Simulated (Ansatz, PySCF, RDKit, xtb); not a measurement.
**Solving CHFSn, step by step**

Task: start from the formula CHFSn, draw up candidate structures, narrow them down in stages, and characterise the one that lies lowest at 298.15 K.

The funnel: GFN2-xTB relaxations, single points with a density functional, relaxations at r2SCAN-D4/def2-SVP, harmonic vibrations, and a last energy at a higher level. All values are calculated.

6 further runs of the same task are left out: 6 set aside as unsound or not needed.

**1. Drawing up candidates**

All bonding patterns within simple valence rules are listed by program: one Lewis structure each, at most two rings and one unusual centre or charged pair. O–O, O–halogen and N–halogen bonds and N–N–N chains are not drawn. That gives 5 candidates.

| label | SMILES | spin |
| --- | --- | --- |
| c282 | F[CH]=[Sn] | singlet |
| c283 | [C+]#[SnH-][F] | singlet |
| c467 | [CH]#[Sn][F] | singlet |
| c664 | F[C]#[SnH] | singlet |
| c853 | F[CH]=[Sn] | triplet |

Candidates are built by distance geometry, with a force field where one applies, in up to four conformers (letters a to d). 16 starts with atoms placed at random are added, to find patterns that the rules miss.

**Question.** With final energies at CCSD(T)/def2-TZVPP, which structure will this search put lowest in free energy, and by what margin?

| quantity | value |
| --- | --- |
| lowest structure found | F[CH]=[Sn], singlet, Cs |
| next finalist | [CH][Sn][F] ‡, triplet, 7.7 kcal/mol higher in G |
| share at equilibrium, among the finalists | 100.0 % |
| harmonic wavenumbers, lowest and highest (r2SCAN-D4/def2-SVP) | 169 and 3028 cm⁻¹ |
| rotational constants, same geometry | 2.385, 0.09123, 0.08787 cm⁻¹ |
| dipole moment (PBE0/def2-TZVPD) | 1.85 D |
| HOMO energy (PBE0/def2-TZVPD) | -5.51 eV |
| LUMO energy (PBE0/def2-TZVPD) | -3.05 eV |
| HOMO–LUMO gap (PBE0/def2-TZVPD) | 2.46 eV |
| lowest excitation (TD-B3LYP/def2-SVPD) | 0.95 eV (f = 0.000) |
| strongest of the states computed, same level | 4.00 eV (f = 0.173) |
| lowest triplet excitation, same level, Tamm-Dancoff | 0.56 eV |
| vertical ionisation energy | 7.47 eV |
| vertical electron affinity | 1.31 eV |
| vertical triplet less singlet | +0.42 eV |

`F[CH]=[Sn]` comes out lowest. Among the finalists first place is clear (7.7 kcal/mol); structures outside the list aren't covered. r2SCAN-D4/def2-SVP, r2SCAN-D4/def2-SVP, relaxed and MP2/def2-TZVPP already put its bonding pattern lowest among the structures in one piece; HF/def2-TZVPP favours the triplet [CH][Sn][F] ‡. Spin-orbit coupling, which matters for elements this heavy, is left out. One minimum inside the window was never screened. Lowest found is not proven lowest: the search is finite, and each finalist counts with one conformer. The lowest isomer need not be the one that is made and kept in a bottle, which depends on barriers.

‡ marks the bonded skeleton alone, with all bonds drawn single: no Lewis structure was assigned that passes a check against the bond lengths.
